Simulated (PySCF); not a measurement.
# CeH3O3 (Ce(OH)3+): the cost of one run

Computed with PySCF 2.14.0. Level: PBE0, Ce lcecp-2-SVP with ECP46, O def2-SVP, H def2-SVP; scalar-relativistic core potentials, no spin–orbit coupling.

1 further run of the same task is left out (for a known fault of the program).

## Step 1: The system as given

7 atoms, charge 1, spin multiplicity 1.

Bond lengths: Ce1–O2 2.119 Å, Ce1–O4 2.119 Å, Ce1–O6 2.119 Å, O2–H3 0.966 Å, O4–H5 0.966 Å, O6–H7 0.966 Å. Angles: O2–Ce1–O4 120.0°, O2–Ce1–O6 120.0°, O4–Ce1–O6 120.0°, Ce1–O2–H3 158.7°, Ce1–O4–H5 158.7°, Ce1–O6–H7 158.7°.

Geometry (Å):

```xyz
7
CeH3O3
Ce    0.00000    0.00000    0.00000
O     2.11860    0.00000    0.00000
H     3.01860    0.00000    0.35000
O    -1.05930    1.83480    0.00000
H    -1.50930    2.61420    0.35000
O    -1.05930   -1.83480    0.00000
H    -1.50930   -2.61420    0.35000
```

Formal oxidation states: Ce +4. The 4f shell is empty and lies in the core potential.

## Step 2: SCF at the start, singlet

run.py (the lines that set the calculation) reads:

```python
mol = gto.M(atom='''
Ce     0.00000     0.00000     0.00000
O      2.11860     0.00000     0.00000
H      3.01860     0.00000     0.35000
O     -1.05930     1.83480     0.00000
H     -1.50930     2.61420     0.35000
O     -1.05930    -1.83480     0.00000
H     -1.50930    -2.61420     0.35000''',
    basis={'Ce': 'lcecp-2-SVP', 'O': 'def2-SVP', 'H': 'def2-SVP'},
    ecp={'Ce': 'lcecp-2-SVP'},
    charge=1, spin=0)
mf = dft.RKS(mol, xc='PBE0')
mf.grids.atom_grid = (50, 194)  # f atoms: unpruned, at least (60, 302)
mf = mf.density_fit()  # fitting sets: Ce AutoAux, O def2-universal-JKFIT, H def2-universal-JKFIT
mf.conv_tol = 1e-08; mf.max_cycle = 55
mf.kernel(dm0)  # dm0: free metal ions and neutral atoms
```

On the command line:

```bash
$ OMP_NUM_THREADS=2 python run.py
```

Q: Estimate wall time and peak memory on 2 threads of Arm Neoverse V1, shared host.

About 2.2 s, with a peak of 0.5 GiB.
